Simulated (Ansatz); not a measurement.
# BGeNH (doublet): from Hartree-Fock to the top rungs, cc-pVDZ

How much of the correlation energy of BGeNH (doublet) does each wave-function method recover here?

The runs use Ansatz 0.2.0, Gaussian basis; cc-pVDZ, core rule «outside noble gas», up to 16 orbitals frozen.

To be run: UHF; CCSD(T) on ROHF; CCSD(T) on UHF; BCCD(T) on ROHF; CISD; CCSDT(Q) on ROHF; CCSDT(Q) on UHF; CASSCF and MRCISD+Q, 9 electrons in 9 orbitals; CASSCF and NEVPT2, 9 electrons in 9 orbitals.

21 further runs of the same task are left out: 9 that didn't finish, 12 set aside as unsound or not needed.

### Step 1. The geometry

The geometry is a PBE0/def2-TZVP stationary point (not a proven minimum). No spin-orbit coupling is included. The filled d shell of Ge may be among the frozen orbitals whatever the setting's name suggests; the logs give the count.

4 atoms, charge 0, spin multiplicity 2.

Atoms are counted from 1 here; the program's logs count them from 0.

Bond lengths: Ge1–B2 2.217 Å, Ge1–N3 1.849 Å, B2–N3 1.313 Å, B2–H4 1.179 Å. Angles: B2–Ge1–N3 36.3°, Ge1–B2–N3 56.4°, Ge1–B2–H4 140.9°, N3–B2–H4 162.7°, Ge1–N3–B2 87.3°.

### Step 2. UHF

in.yaml reads:

```yaml
crystal:
  periodic: [false, false, false]
  atoms:
    - {symbol: Ge, position_ang: [0.000000, 0.059541, 0.505922]}
    - {symbol: B, position_ang: [0.000000, 0.451319, -1.675815]}
    - {symbol: N, position_ang: [0.000000, -0.753893, -1.154331]}
    - {symbol: H, position_ang: [0.000000, 1.344614, -2.445184]}
basis:
  gaussian: {orbitals: cc-pVDZ}
magnetization: {spin_polarized: true, initial_magnetization: 1}
hamiltonian: {xc: hf}
output: {orbitals: {seedname: orbitals}}
```

Launch:

```console
ansatz run in.yaml --threads 1 --pin off --events-out ev --progress --plain --max-ram 2393MiB
```

The runs that follow: CCSD(T) on ROHF; CCSD(T) on UHF; BCCD(T) on ROHF; CISD; CCSDT(Q) on ROHF; CCSDT(Q) on UHF; CASSCF and MRCISD+Q, 9 electrons in 9 orbitals; CASSCF and NEVPT2, 9 electrons in 9 orbitals.

**Question.** What will the summary of the whole plan be? Wanted: UCCSDT(Q) below the RHF energy; RMP2 from UCCSDT(Q); UMP2 from UCCSDT(Q); RCCSD from UCCSDT(Q); RCCSD(T) from UCCSDT(Q); UCCSD(T) from UCCSDT(Q); RCCSDT(Q) from UCCSDT(Q); MRCISD+Q frontier from UCCSDT(Q); T1 diagnostic.

**Answer**, as computed:

| quantity | value |
| --- | --- |
| UCCSDT(Q) below the RHF energy | -9.4829 eV |
| RMP2 from UCCSDT(Q) | +989.3 meV |
| UMP2 from UCCSDT(Q) | +1025.7 meV |
| RCCSD from UCCSDT(Q) | +486.7 meV |
| RCCSD(T) from UCCSDT(Q) | +62.8 meV |
| UCCSD(T) from UCCSDT(Q) | +62.9 meV |
| RCCSDT(Q) from UCCSDT(Q) | +5.7 meV |
| MRCISD+Q frontier from UCCSDT(Q) | +115.9 meV |
| levels within 1 kcal/mol (43 meV) | RCCSDT(Q) |
| T1 diagnostic | 0.025 |

**Reading.** RCCSD(T) lands +62.8 meV from the yardstick (0.7 % of the correlation energy). These misses are within one basis, not against nature; the frozen cores of restricted and unrestricted runs differ, which can shift their rows.
